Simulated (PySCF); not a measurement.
# A diatomic session: PPb

Aim: find the lowest electronic state of PPb, scan its bond at several levels of theory, and get bond length, wavenumber and dissociation energy from each curve.

Computed with PySCF 2.14.0. Level: P def2-SVPD, Pb def2-SVPD with ECP60, scalar-relativistic core potentials.

**1. Input**

Settings of the job:

```
atoms                         : P, Pb
charge                        : 0
basis                         : P def2-SVPD, Pb def2-SVPD with ECP60
Hamiltonian                   : scalar-relativistic core potentials
basis functions               : 56
electrons treated             : 37
masses in u                   : 30.9738, 207.9766
levels                        : PBE0, PBE, r²SCAN, B97-3, BLYP, B2PLYP, LC-ωPBE, HF, MP2, SCS-MP2, CCSD, CCSD(T)
grid                          : 80 radial by 434 angular points
occupations                   : held fixed by the projection of orbital angular momentum
dissociation limit            : P + Pb, each in its ground configuration
starting distance in angstrom : 2.460
values of 2S to try           : 1, 3, 5
```

The run is started by

```
> OMP_NUM_THREADS=1 python dia.py task.json out
```

After this run come: First curve: PBE0; Excited determinants; PBE; r²SCAN (meta-GGA); B97-3; BLYP (GGA); B2PLYP (double hybrid); LC-ωPBE; UHF; Correlated methods on the Hartree–Fock reference.

Q: Predict the outcome of this session. Wanted: for each run, Re; ωe; De; μ.

As calculated:

Lowest PBE0 solution found, without spin–orbit coupling: ²Π (doublet), unpaired electrons π ↑. State 3 has its PBE0 minimum 1.02 eV higher. The other levels ran on the lowest alone.

```
   level  Re (Å)  ωe (cm⁻¹)  De (eV)  μ (D)
UHF-CCSD   2.463        354     1.74    n/a
     PBE   2.466        357     2.92   2.68
    BLYP   2.491        344     2.92   2.59
  r²SCAN   2.448        359     2.53   2.81
    PBE0   2.433        370     2.53   2.88
   B97-3   2.448        371     2.75   3.06
```

De is counted to P + Pb in their ground configurations. A positive dipole means P(−)Pb(+). No constants: UHF (the points don't follow one smooth fit); UHF-MP2 (the points don't follow one smooth fit); UHF-SCS-MP2 (the points don't follow one smooth fit); UHF-CCSD(T) (the points don't follow one smooth fit); LC-ωPBE (the points don't follow one smooth fit); B2PLYP (the points don't follow one smooth fit).

**Reading.** The methods spread over 0.057 Å in bond length, from PBE0 to BLYP. Of the levels with a De here, UHF-CCSD gives the least (1.74 eV) and PBE the most (2.92 eV).

Correlated steps freeze 9 core orbitals. Spin–orbit coupling is left out, which matters for elements this heavy, above all for dissociation energies. B2PLYP dipoles, levels and charges come from its SCF part alone. T1 is 0.032 near the minimum (highest on the curve 0.072), which may point to more than one leading configuration. With spin–orbit coupling the term label itself may not hold.
